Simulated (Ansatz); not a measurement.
# VN2: convergence and cost

An exercise on one series of results from a longer session: the logs are not shown, and one member is left open.

Method: DFT PBEsol, scalar-relativistic, plane waves, PAW for the base; runs at other levels say so in their headings and inputs, unless a step's input says otherwise, in Ansatz 0.2.0.

1 further run of the same task is left out (set aside as unsound or not needed).

## The starting structure

The structure is tetragonal, space group I4/mcm (No. 140). The conventional cell has a = 4.301 Å, b = 4.301 Å, c = 4.983 Å, α = 90.00°, β = 90.00°, γ = 90.00°. V (site symmetry 422) has 8 N at 2.13 Å in its first shell of neighbours. N (site symmetry m2m) has 1 N at 1.40 Å and 4 V at 2.13 Å in its first shell of neighbours.

As a file:

```cif
data_structure
_symmetry_space_group_name_H-M 'I4/mcm'
_symmetry_Int_Tables_number 140
_cell_length_a 4.3015
_cell_length_b 4.3015
_cell_length_c 4.9827
_cell_angle_alpha 90.000
_cell_angle_beta 90.000
_cell_angle_gamma 90.000
_cell_volume 92.19
loop_
_atom_site_label
_atom_site_type_symbol
_atom_site_symmetry_multiplicity
_atom_site_Wyckoff_symbol
_atom_site_fract_x
_atom_site_fract_y
_atom_site_fract_z
_atom_site_occupancy
V1 V 4 a 0.00000 0.00000 0.25000 1
N1 N 8 h 0.61510 0.11510 0.00000 1
```

The structure comes from the Crystallography Open Database; it is used as listed.

## The base input

Contents of input.yaml:

```yaml
crystal:
  lattice:
    - [-2.15075, 2.15075, 2.49135]
    - [2.15075, -2.15075, 2.49135]
    - [2.15075, 2.15075, -2.49135]
  atoms:
    - { symbol: V, position: [0.25, 0.25, 0.0] }
    - { symbol: V, position: [0.75, 0.75, 0.0] }
    - { symbol: "N", position: [0.1151, 0.6151, 0.7302] }
    - { symbol: "N", position: [0.6151, 0.8849, 0.5] }
    - { symbol: "N", position: [0.8849, 0.3849, 0.2698] }
    - { symbol: "N", position: [0.3849, 0.1151, 0.5] }
basis:
  ecutwfc: 420
kpoints:
  mp_grid: { grid: [12, 12, 12] }
hamiltonian:
  xc: pbesol
scf:
  occupations: { method: gaussian, width: 0.1 }
output:
  forces: true
  stress: true
  eigenvalues: true
  populations: true
  write_density: true
  write_potential: true
  elf: true
  volumetric_format: npy
```

It was run beforehand and gave: -1214.6234 eV/atom at zero smearing, pressure -11.60 GPa, largest force 0.460 eV/Å, no gap on the mesh, in 6 SCF cycles and 22 s.

Set-up of the first run:

Contents of input.yaml:

```yaml
crystal:
  lattice:
    - [-2.15075, 2.15075, 2.49135]
    - [2.15075, -2.15075, 2.49135]
    - [2.15075, 2.15075, -2.49135]
  atoms:
    - { symbol: V, position: [0.25, 0.25, 0.0] }
    - { symbol: V, position: [0.75, 0.75, 0.0] }
    - { symbol: "N", position: [0.1151, 0.6151, 0.7302] }
    - { symbol: "N", position: [0.6151, 0.8849, 0.5] }
    - { symbol: "N", position: [0.8849, 0.3849, 0.2698] }
    - { symbol: "N", position: [0.3849, 0.1151, 0.5] }
basis:
  ecutwfc: 420
kpoints:
  mp_grid: { grid: [12, 12, 12] }
hamiltonian:
  xc: lda
scf:
  occupations: { method: gaussian, width: 0.1 }
output:
  forces: true
  stress: true
  eigenvalues: true
```

Command:

```
$ ansatz run input.yaml --threads 1 --pin off --max-ram 2560MiB --backend cpu --events-out ev --progress --plain --runs-dir out
```

Steps of the session up to this table: Functional: LDA; Functional: PBE; Functional: r2SCAN.

One table of the session follows, with a row left open; its other results are not shown here.

It belongs to the step «What the functional changes». 

| functional | pressure (GPa) | largest force (eV/Å) |
| --- | --- | --- |
| PBEsol | -11.6 | 0.460 |
| LDA | ? | ? |
| PBE | -0.9 | 0.412 |
| r2SCAN | -6.3 | 0.375 |

Q: Estimate the row for LDA from the others.

**Answer.** pressure (GPa): -19.9; largest force (eV/Å): 0.684. In the column «pressure (GPa)» it is the lowest.

To keep in mind: The listed cell is far from this method's equilibrium (-11.6 GPa, forces up to 0.46 eV/Å), so its values are not those of the relaxed crystal.
